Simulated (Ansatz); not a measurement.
# CH₅AlOSi: basis-set convergence

One table from this session's results is given with a row withheld; the runs are named, their logs left out.

Program: Ansatz 0.2.0, Gaussian basis. Level of theory: one geometry, several basis sets. These are calculated values, not measurements.

Plan: PBE0-D4/def2-SVP; ωB97M-V/def2-SVP; PBE0-D4/def2-QZVPP; ωB97M-V/def2-QZVPP; the functionals' def2-TZVPP values are taken from earlier runs.

### The geometry

An earlier PBE0-D4 in a triple-zeta def2 set relaxation fixed the geometry.

SMILES `[CH2]1O[SiH2][AlH]1`, 9 atoms, charge 0, spin multiplicity 1.

Atoms are counted from 1 here; the program's logs count them from 0.

Bond lengths: C1–O2 1.447 Å, C1–Al4 2.001 Å, C1–H5 1.096 Å, C1–H6 1.096 Å, O2–Si3 1.676 Å, Si3–Al4 2.424 Å, Si3–H7 1.493 Å, Si3–H8 1.493 Å, Al4–H9 1.591 Å. Angles: O2–C1–Al4 97.8°, O2–C1–H5 109.2°, O2–C1–H6 109.2°, Al4–C1–H5 116.8°, Al4–C1–H6 116.7°, H5–C1–H6 106.6°, C1–O2–Si3 113.4°, O2–Si3–Al4 77.1°, O2–Si3–H7 111.1°, O2–Si3–H8 111.0°, Al4–Si3–H7 123.4°, Al4–Si3–H8 123.7°, H7–Si3–H8 105.8°, C1–Al4–Si3 71.7°, C1–Al4–H9 136.0°, Si3–Al4–H9 152.4°.

The first run:

File in.yaml:

```yaml
crystal:
  periodic: [false, false, false]
  atoms:
    - {symbol: C, position_ang: [-0.309925, 1.022509, -0.653461]}
    - {symbol: O, position_ang: [0.621057, -0.021319, -1.022882]}
    - {symbol: Si, position_ang: [0.767844, -1.223925, 0.135822]}
    - {symbol: Al, position_ang: [-0.858785, 0.279341, 1.121081]}
    - {symbol: H, position_ang: [-1.090163, 1.097597, -1.420084]}
    - {symbol: H, position_ang: [0.213334, 1.986033, -0.642954]}
    - {symbol: H, position_ang: [2.177739, -1.338349, 0.614965]}
    - {symbol: H, position_ang: [0.422400, -2.560607, -0.433275]}
    - {symbol: H, position_ang: [-1.855098, 0.712420, 2.283689]}
basis:
  gaussian: {orbitals: def2-SVP}
hamiltonian: {xc: pbe0, dispersion: d4}
output: {orbitals: {seedname: orbitals}}
```

Started as:

```sh
$ ansatz run in.yaml --threads 2 --pin off --events-out ev --progress --plain --max-ram 4352MiB
```

Among the steps run: PBE0-D4 in def2-SVP; ωB97M-V in def2-SVP; PBE0-D4 in def2-QZVPP; ωB97M-V in def2-QZVPP.

One table of the session follows, with a row left open; its other results are not shown here.

It belongs to the step «Density functionals: the series». 

```
functional       basis  HOMO (eV)  LUMO (eV)
   PBE0-D4    def2-SVP          ?          ?
   PBE0-D4  def2-TZVPP      -6.96      -1.99
   PBE0-D4  def2-QZVPP      -6.97      -2.00
   ωB97M-V    def2-SVP      -8.95      -0.28
   ωB97M-V  def2-TZVPP      -8.95      -0.34
   ωB97M-V  def2-QZVPP      -8.96      -0.44
```

**Question.** Estimate the row for PBE0-D4, def2-SVP.

**Answer.** HOMO (eV): -7.00; LUMO (eV): -1.99. In the column «HOMO (eV)» it lies between ωB97M-V, def2-TZVPP (-8.95) and PBE0-D4, def2-QZVPP (-6.97).
